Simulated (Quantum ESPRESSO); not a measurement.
# CsPbBr3 under changes of volume

One of the cells (40.452 Å³/atom); the others are scaled copies at fixed shape and fractional positions:

```
Pb Cs Br
1.0
     5.87000    0.00000    0.00000
     0.00000    5.87000    0.00000
     0.00000    0.00000    5.87000
Pb Cs Br
1 1 3
Direct
  0.50000 0.50000 0.50000
  0.00000 0.00000 0.00000
  0.50000 0.50000 0.00000
  0.50000 0.00000 0.50000
  0.00000 0.50000 0.50000
```

Measurements of this composition are mostly on another form, of space group No. 62.

```yaml
Program: Quantum ESPRESSO 7.5
Functional: LDA
Potentials_or_basis: GBRV 1.5 LDA
Cutoff: 612 eV
Density_cutoff: 4898 eV
k_mesh: 5 × 5 × 5
Occupations: fermi-dirac, width 0.05 eV
Spin: no spin polarisation
```

```csv
volume (Å³/atom),energy over the lowest point (meV/atom),pressure (GPa),gap on the mesh (eV)
38.025,0.00,0.1,2.45
38.834,0.64,-0.4,2.48
39.643,3.76,-0.9,2.52
40.452,9.07,-1.3,2.55
41.261,16.37,-1.7,2.57
42.070,?,?,?
42.880,35.87,-2.3,2.62
```

**Question.** What does the run at 42.070 Å³/atom give?

**Answer.** Energy over the lowest point 25.37 meV/atom; pressure -2.0 GPa; gap on the mesh 2.60 eV.

Worked out: A Birch-Murnaghan fit of order 3 (a polynomial in V^(-2/3)) to the other rows has its minimum at 38.24 Å³/atom with B0 = V·E''(V) = 26 GPa and B' = 4.9. It gives 25.35 meV/atom at 42.070 Å³/atom, against the run's 25.37, and -dE/dV = -1.9 GPa, against -2.0. A straight line through the other rows of the gap, of slope 1.42 eV per unit of ln V (its deformation potential), gives 2.60 eV, against the run's 2.60.

Energies are extrapolated to zero smearing.

Caveats: spin-orbit coupling is left out, which as a rule narrows the gap of such compounds by several tenths of an eV; an odd mesh through Γ misses points on the zone boundary, where band edges often lie.
